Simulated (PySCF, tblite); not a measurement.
# C3H9FGe: geometry, infrared bands, NMR shifts and spin-spin couplings

What infrared bands, NMR shifts and spin-spin couplings should C3H9FGe (`[CH3][GeH2][C@@H](C)F`) show?

The runs use tblite 0.8.0 and PySCF 2.14.0, with density-fitted response routines of our own; the level of theory stands in each step. All values are computed, except where a source is named. Atoms count from 0, in the outputs and in this text.

**1. The molecule as given**

14 atoms, charge 0, multiplicity 1; geometry from: force field or distance geometry start.

Bonds of the start (Å): C0–Ge1 1.95, Ge1–C2 1.94, C2–C3 1.54, C2–F4 1.38, C0–H5 1.12, C0–H6 1.09, C0–H7 1.11, Ge1–H8 1.57, Ge1–H9 1.56, C2–H10 1.10, C3–H11 1.13, C3–H12 1.12, C3–H13 1.09.

**2. Optimising the geometry with GFN2-xTB**

What the job is given:

```
{"job": {"kind": "relax", "xc": "GFN2-xTB", "basis": "xTB"}, "charge": 0, "multiplicity": 1}
C      2.268900     0.310900     0.183300
Ge     0.459500     0.043800     0.855700
C     -0.711700    -0.679500    -0.512700
C     -2.031800     0.089100    -0.352000
F     -0.181800    -0.493000    -1.773200
H      2.360500    -0.371700    -0.694600
H      2.998800     0.025500     0.945700
H      2.334800     1.374800    -0.120500
H      0.478500    -0.889700     2.117400
H     -0.083400     1.435400     1.293000
H     -0.912100    -1.745000    -0.320900
H     -2.663000    -0.380800     0.460700
H     -1.733400     1.099700     0.022700
H     -2.584600     0.180000    -1.286600
```

Launch:

```bash
> OMP_NUM_THREADS=1 python probes_run.py task.json out
```

This one command runs all jobs of the session in turn.

**Question.** This job is followed by: GFN2-xTB harmonic vibrations, gas phase; GIAO PBE0/pcSseg-1 NMR shielding, non-relativistic, gas phase; B3LYP/pcJ-1 Ge:pcSseg-1 indirect spin-spin coupling, non-relativistic, gas phase. What will the session give for the following? strongest single infrared mode (GFN2-xTB); zero-point energy (GFN2-xTB); 13C shifts against TMS (PBE0/pcSseg-1); 1H shifts against TMS (PBE0/pcSseg-1, means over atoms taken as alike); 73Ge shifts against GeMe4 (PBE0/pcSseg-1); 19F shifts against CFCl3 (PBE0/pcSseg-1); largest coupling of the table (B3LYP/pcSseg-1+pcJ-1).

The runs gave:

| quantity | value |
| --- | --- |
| strongest single infrared mode (GFN2-xTB) | 2007 cm⁻¹, 521 km/mol |
| zero-point energy (GFN2-xTB) | 66.8 kcal/mol |
| 13C shifts against TMS (PBE0/pcSseg-1) | 91.7, 22.8, -8.3 ppm |
| 1H shifts against TMS (PBE0/pcSseg-1, means over atoms taken as alike) | 5.15, 3.94, 3.83, 1.67, 0.45 ppm |
| 73Ge shifts against GeMe4 (PBE0/pcSseg-1) | -139 ppm |
| 19F shifts against CFCl3 (PBE0/pcSseg-1) | -237.3 ppm |
| largest coupling of the table (B3LYP/pcSseg-1+pcJ-1) | 1J(C,F) C2–F4, -227.6 Hz |

In words: Over 136 steps the energy fell by 0.510 eV; of the close pairs, Ge1–H8 changed most, 1.570 to 1.507 Å. No mode is imaginary among the 36: a minimum at this level. The strongest single mode, at 2007 cm⁻¹, moves mainly H9. Unscaled tight-binding wavenumbers are off by several per cent, some by more. Its intensities can rank the bands wrongly. The most deshielded carbon is C2 (sp3 CH bonded to F and Ge), at 91.7 ppm: deshielded by the electronegative neighbour. The most deshielded hydrogen is H10 (hydrogen on an sp3 CH bonded to F and Ge), at 5.15 ppm: its carbon carries F, hence the downfield position. At PBE0/pcSseg-1: The widest tensor belongs to Ge1: span 236 ppm, with a paramagnetic part of -1287 ppm. In the run at B3LYP/pcSseg-1+pcJ-1, the largest coupling of the table is C2–F4, -227.6 Hz, of which the Fermi-contact term gives -289.3 Hz. Couplings across rotatable bonds belong to this one conformer; where others are populated, the observed values are averages. Spin-orbit coupling is left out, which matters for shieldings and couplings at and beside the heavy atoms.
